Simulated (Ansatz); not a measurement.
# C2H9NOSi2: a ladder of functionals

One table from this session's results is given with a row withheld; the runs are named, their logs left out.

The runs use Ansatz 0.2.0, Gaussian basis; functionals in def2-TZVPP.

The runs, in order: LDA (SPW92), PBE-D4, revPBE-D4, BLYP-D4, r2SCAN-D4, B97M-V, PBE0-D4, B3LYP-D4, r2SCANh-D4.

## The geometry

An earlier PBE0-D4 in a triple-zeta def2 set relaxation fixed the geometry.

SMILES `C=C[SiH2]N[SiH2]O`, 15 atoms, charge 0, spin multiplicity 1.

Atoms are counted from 1 here; the program's logs count them from 0.

Bond lengths: C1–C2 1.331 Å, C1–H7 1.087 Å, C1–H8 1.087 Å, C2–Si3 1.862 Å, C2–H9 1.090 Å, Si3–N4 1.727 Å, Si3–H10 1.487 Å, Si3–H11 1.488 Å, N4–Si5 1.719 Å, N4–H12 1.011 Å, Si5–O6 1.649 Å, Si5–H13 1.479 Å, Si5–H14 1.485 Å, O6–H15 0.959 Å. Angles: C2–C1–H7 121.4°, C2–C1–H8 122.4°, H7–C1–H8 116.3°, C1–C2–Si3 123.1°, C1–C2–H9 118.1°, Si3–C2–H9 118.8°, C2–Si3–N4 112.1°, C2–Si3–H10 109.0°, C2–Si3–H11 109.1°, N4–Si3–H10 108.0°, N4–Si3–H11 109.5°, H10–Si3–H11 109.1°, Si3–N4–Si5 127.5°, Si3–N4–H12 115.6°, Si5–N4–H12 115.8°, N4–Si5–O6 115.1°, N4–Si5–H13 109.4°, N4–Si5–H14 105.8° and more.

The first run:

File in.yaml:

```yaml
crystal:
  periodic: [false, false, false]
  atoms:
    - {symbol: C, position_ang: [1.383623, -0.519626, -1.591951]}
    - {symbol: C, position_ang: [0.168406, -1.055287, -1.677301]}
    - {symbol: Si, position_ang: [-1.289913, -0.425780, -0.704744]}
    - {symbol: N, position_ang: [-0.864682, 0.896186, 0.322629]}
    - {symbol: Si, position_ang: [-0.213216, 0.820459, 1.911908]}
    - {symbol: O, position_ang: [1.433135, 0.791693, 1.991238]}
    - {symbol: H, position_ang: [1.583864, 0.329509, -0.943070]}
    - {symbol: H, position_ang: [2.226196, -0.894863, -2.166420]}
    - {symbol: H, position_ang: [0.026060, -1.900443, -2.351059]}
    - {symbol: H, position_ang: [-1.811571, -1.523682, 0.151699]}
    - {symbol: H, position_ang: [-2.357016, 0.001872, -1.650272]}
    - {symbol: H, position_ang: [-0.830176, 1.802415, -0.124405]}
    - {symbol: H, position_ang: [-0.579677, 2.047941, 2.651752]}
    - {symbol: H, position_ang: [-0.770456, -0.415669, 2.517857]}
    - {symbol: H, position_ang: [1.873423, -0.005322, 1.691640]}
basis:
  gaussian: {orbitals: def2-TZVPP}
hamiltonian: {xc: lda}
output: {orbitals: {seedname: orbitals}}
```

Among the steps run: LDA; PBE-D4 (GGA); revPBE-D4 (GGA); BLYP-D4 (GGA); r2SCAN-D4 (meta-GGA); B97M-V (meta-GGA); PBE0-D4 (hybrid); B3LYP-D4 (hybrid); r2SCANh-D4 (hybrid).

One of the session's tables, all rows but one given; the rest of the session is left out.

It belongs to the step «Orbital energies across the functionals». 

```
 functional  HOMO (eV)  LUMO (eV)  gap (eV)
LDA (SPW92)      -6.58      -1.76      4.82
     PBE-D4      -6.42      -1.53      4.89
  revPBE-D4      -6.35      -1.44      4.91
    BLYP-D4      -6.29      -1.38      4.90
  r2SCAN-D4          ?          ?         ?
     B97M-V      -6.85      -1.34      5.51
    PBE0-D4      -7.78      -0.53      7.26
   B3LYP-D4      -7.55      -0.74      6.80
 r2SCANh-D4      -7.22      -0.96      6.26
```

Q: Estimate the row for r2SCAN-D4 from the others.

**Answer.** HOMO (eV): -6.71; LUMO (eV): -1.33; gap (eV): 5.39. In the column «HOMO (eV)» it lies between B97M-V (-6.85) and LDA (SPW92) (-6.58).
